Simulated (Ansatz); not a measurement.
# F3H5W: the cost of one run

Program: Ansatz 0.2.0. Level of theory: RHF/def2-SVP. These are calculated values, not measurements.

## (1) Starting point

Bond lengths: W1–F2 2.200 Å, W1–H3 1.720 Å, W1–H4 1.720 Å, W1–F5 1.850 Å, W1–F6 1.850 Å, W1–H7 1.720 Å, W1–H8 2.020 Å, W1–H9 2.156 Å. Angles (14 of 28 angles, heavy atoms first): F2–W1–F5 90.0°, F2–W1–F6 90.0°, F5–W1–F6 90.0°, F2–W1–H3 90.0°, F2–W1–H4 90.0°, F2–W1–H7 180.0°, F2–W1–H8 71.6°, F2–W1–H9 40.9°, H3–W1–F5 180.0°, H3–W1–F6 90.0°, H4–W1–F5 90.0°, H4–W1–F6 180.0°, F5–W1–H7 90.0°, F5–W1–H8 130.9°.

Structure file:

```xyz
9

W     0.0000    0.0000    0.0000
F     0.0000    0.0000    2.2000
H     1.7200    0.0000    0.0000
H     0.0000    1.7200    0.0000
F    -1.8500    0.0000    0.0000
F     0.0000   -1.8500    0.0000
H     0.0000    0.0000   -1.7200
H     1.3231   -1.3871    0.6370
H     0.9736   -1.0208    1.6302
```

## (2) Pulling towards end A

Springs on the bonds that form and break draw the guess towards this end; the thresholds are loose.

Contents of input.yaml:

```yaml
crystal:
  periodic: [false, false, false]
  atoms:
    - { symbol: W, position_ang: [0.0, 0.0, 0.0] }
    - { symbol: F, position_ang: [0.0, 0.0, 2.2] }
    - { symbol: H, position_ang: [1.72, 0.0, 0.0] }
    - { symbol: H, position_ang: [0.0, 1.72, 0.0] }
    - { symbol: F, position_ang: [-1.85, 0.0, 0.0] }
    - { symbol: F, position_ang: [0.0, -1.85, 0.0] }
    - { symbol: H, position_ang: [0.0, 0.0, -1.72] }
    - { symbol: H, position_ang: [1.3231, -1.3871, 0.637] }
    - { symbol: H, position_ang: [0.9736, -1.0208, 1.6302] }
basis:
  gaussian: { orbitals: def2-SVP }
hamiltonian:
  xc: hf
relax:
  f_tol: 0.15
  max_steps: 25
  restrain:
    - { distance: [0, 7], at: 2.92, k: 30.0 }
    - { distance: [8, 1], at: 2.12, k: 30.0 }
    - { distance: [0, 1], at: 1.85, k: 30.0 }
    - { distance: [8, 7], at: 0.66, k: 30.0 }
```

Started as:

```bash
$ ansatz run input.yaml --threads 1 --pin off --max-ram 2048MiB --backend cpu --events-out ev --progress --plain --runs-dir out
```

Q: Estimate wall time and peak memory on 1 thread of AMD EPYC 7R43 (Zen 3), shared host.

About 20 s, with a peak of 0.2 GiB.
